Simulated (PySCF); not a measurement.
**difluorogermane (GeH2F2): geometry, NMR shifts, spin-spin couplings, electronic excitations and core binding energies**

What NMR shifts, spin-spin couplings, electronic excitations and core binding energies should difluorogermane (GeH2F2) (`[F][GeH2][F]`) show?

Computed with PySCF 2.14.0, with density-fitted response routines of our own, on a single molecule in the gas phase. Atoms count from 0, in the outputs and in this text.

## (1) The starting structure

5 atoms, charge 0, multiplicity 1; geometry from: GFN2-xTB.

Bonds of the start (Å): F0–Ge1 1.72, Ge1–F2 1.72, Ge1–H3 1.49, Ge1–H4 1.49.

## (2) Geometry optimisation at PBE0-D3(BJ)/def2-SVP

Job settings and geometry (Å):

```
{"job": {"xc": "PBE0", "basis": "def2-SVP", "d3": "d3bj", "grid": 1, "kind": "geom"}, "charge": 0, "multiplicity": 1}
F     -1.239493     1.047467    -0.043382
Ge    -0.014120    -0.159350     0.008714
F      1.421379     0.782622    -0.100948
H     -0.041460    -0.738428     1.381383
H     -0.117683    -0.929459    -1.262953
```

**Question.** This job is followed by: GIAO PBE0/pcSseg-1 NMR shielding, non-relativistic, gas phase; B3LYP/pcJ-1 Ge:pcSseg-1 indirect spin-spin coupling, non-relativistic, gas phase; TDDFT CAM-B3LYP/def2-SVPD, vertical, gas phase, core orbitals frozen in the response; GIAO mPW1PW91/pcSseg-2 NMR shielding, non-relativistic, gas phase; delta-SCF UKS SCAN, pcX-2 on the ionised atom, pcseg-1 elsewhere, spin-free X2C. What will the session give for the following? point group; rotational constants (main isotopes); 1H shifts against TMS (PBE0/pcSseg-1, means over atoms taken as alike); 19F shifts against CFCl3 (PBE0/pcSseg-1, means over atoms taken as alike); 73Ge shifts against GeMe4 (PBE0/pcSseg-1); largest coupling of the table (B3LYP/pcSseg-1+pcJ-1); lowest singlet (CAM-B3LYP/def2-SVPD); brightest single state of those computed; lowest triplet; vertical ionisation energy (ΔSCF); F1s binding energies, SCAN/pcX-2; range of the shift of Ge1.

**Answer**, as computed:

| quantity | value |
| --- | --- |
| point group | C2v |
| rotational constants (main isotopes) | 14.98, 6.73, 4.96 GHz |
| 1H shifts against TMS (PBE0/pcSseg-1, means over atoms taken as alike) | 5.77 ppm |
| 19F shifts against CFCl3 (PBE0/pcSseg-1, means over atoms taken as alike) | -171.3 ppm |
| 73Ge shifts against GeMe4 (PBE0/pcSseg-1) | 19 ppm |
| largest coupling of the table (B3LYP/pcSseg-1+pcJ-1) | 2J(H,H) H3–H4, 71.8 Hz |
| lowest singlet (CAM-B3LYP/def2-SVPD) | 8.28 eV (150 nm), f = 0.000 |
| brightest single state of those computed | state 3, 9.37 eV, f = 0.292 |
| lowest triplet | 7.78 eV |
| vertical ionisation energy (ΔSCF) | 12.93 eV |
| F1s binding energies, SCAN/pcX-2 | F0 692.09 eV |
| range of the shift of Ge1 | 4 to 19 ppm |

In words: The optimisation took 4 steps and gained 0.058 eV; among the close pairs (by a distance rule), Ge1–H4 changed most, from 1.490 to 1.529 Å. At PBE0/pcSseg-1: The largest span, 178 ppm, is at F0, F2, where the paramagnetic term is -128 ppm. Of the pairs tabulated at B3LYP/pcSseg-1+pcJ-1, H3–H4 couples most strongly (71.8 Hz; Fermi contact 76.3 Hz). Density functionals describe couplings to fluorine poorly, F–F couplings above all, so those rows are rough. The first singlet state (HOMO→LUMO 0.98) lies at 8.28 eV and is dark; of the 10 states computed, the strongest absorption comes from state 3 at 9.37 eV (the last state computed is bright too, and its partners may lie past the list). The lowest triplet lies 0.50 eV below the lowest singlet (triplets in Tamm-Dancoff, singlets in full TDDFT). ΔSCF puts the ionisation energy at 12.93 eV, 1.34 eV above −ε(HOMO). In ppm, Ge1 moves most: its shift spreads over 16 ppm, from 4 (mPW1PW91/pcSseg-2) to 19 (PBE0/pcSseg-1). Spin-orbit coupling is left out, which matters for shieldings and couplings at and beside the heavy atoms.
